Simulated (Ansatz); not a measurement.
# SiAsH3 (singlet): wave-function methods side by side, cc-pVDZ

One table from this session's results is given with a row withheld; the runs are named, their logs left out.

Program: Ansatz 0.2.0, Gaussian basis. Level of theory: cc-pVDZ, core rule «outside noble gas», up to 19 orbitals frozen. These are calculated values, not measurements.

To be run: UHF; CCSD(T) on RHF; CCSD(T) on UHF; BCCD(T) on RHF; CISD; CCSDT(Q) on RHF; CCSDT(Q) on UHF.

17 further runs of the same task are left out: 7 that didn't finish, 10 set aside as unsound or not needed.

### The geometry

The geometry is a PBE0/def2-TZVP stationary point (not a proven minimum). No spin-orbit coupling is included. The filled d shell of As may be among the frozen orbitals whatever the setting's name suggests; the logs give the count.

5 atoms, charge 0, spin multiplicity 1.

Atoms are counted from 1 here; the program's logs count them from 0.

Bond lengths: Si1–As2 2.166 Å, Si1–H3 1.483 Å, Si1–H4 1.483 Å, As2–H5 1.527 Å. Angles: As2–Si1–H3 126.6°, As2–Si1–H4 122.0°, H3–Si1–H4 111.4°, Si1–As2–H5 88.3°.

Set-up of the first run:

The input, in.yaml:

```yaml
crystal:
  periodic: [false, false, false]
  atoms:
    - {symbol: Si, position_ang: [0.000000, 0.017809, 1.534798]}
    - {symbol: As, position_ang: [0.000000, -0.026897, -0.630834]}
    - {symbol: H, position_ang: [0.000000, 1.226230, 2.395086]}
    - {symbol: H, position_ang: [0.000000, -1.223246, 2.346849]}
    - {symbol: H, position_ang: [0.000000, 1.500097, -0.617182]}
basis:
  gaussian: {orbitals: cc-pVDZ}
magnetization: {spin_polarized: true, initial_magnetization: 0}
hamiltonian: {xc: hf}
output: {orbitals: {seedname: orbitals}}
```

Started as:

```sh
ansatz run in.yaml --threads 1 --pin off --events-out ev --progress --plain --max-ram 2393MiB
```

Steps of the session up to this table: UHF; CCSD(T) on RHF; CCSD(T) on UHF; BCCD(T) on RHF; CISD; CCSDT(Q) on RHF; CCSDT(Q) on UHF.

One table of the session follows, with a row left open; its other results are not shown here.

It belongs to the step «Misses and costs». 

| method | from RCCSDT(Q) (kcal/mol) |
| --- | --- |
| RHF | +160.00 |
| UHF | +158.54 |
| RMP2 | +30.11 |
| CISD | +22.13 |
| RCCSD | +7.23 |
| RCCSD(T) | +1.19 |
| BCCD(T) | ? |
| RCCSDT | +0.45 |
| RCCSDT(Q) | 0 |

Estimate the missing values for BCCD(T).

As computed: from RCCSDT(Q) (kcal/mol): +1.21. In the column «from RCCSDT(Q) (kcal/mol)» it lies between RCCSD(T) (+1.19) and RCCSD (+7.23).

Not comparable, so not listed: CCSD(T) on UHF; CCSDT(Q) on UHF (they don't share determinant, frozen orbitals or solution with the rows shown, or repeat one).

Limits of these values: Warnings: restricted reference is unstable; spin contamination.
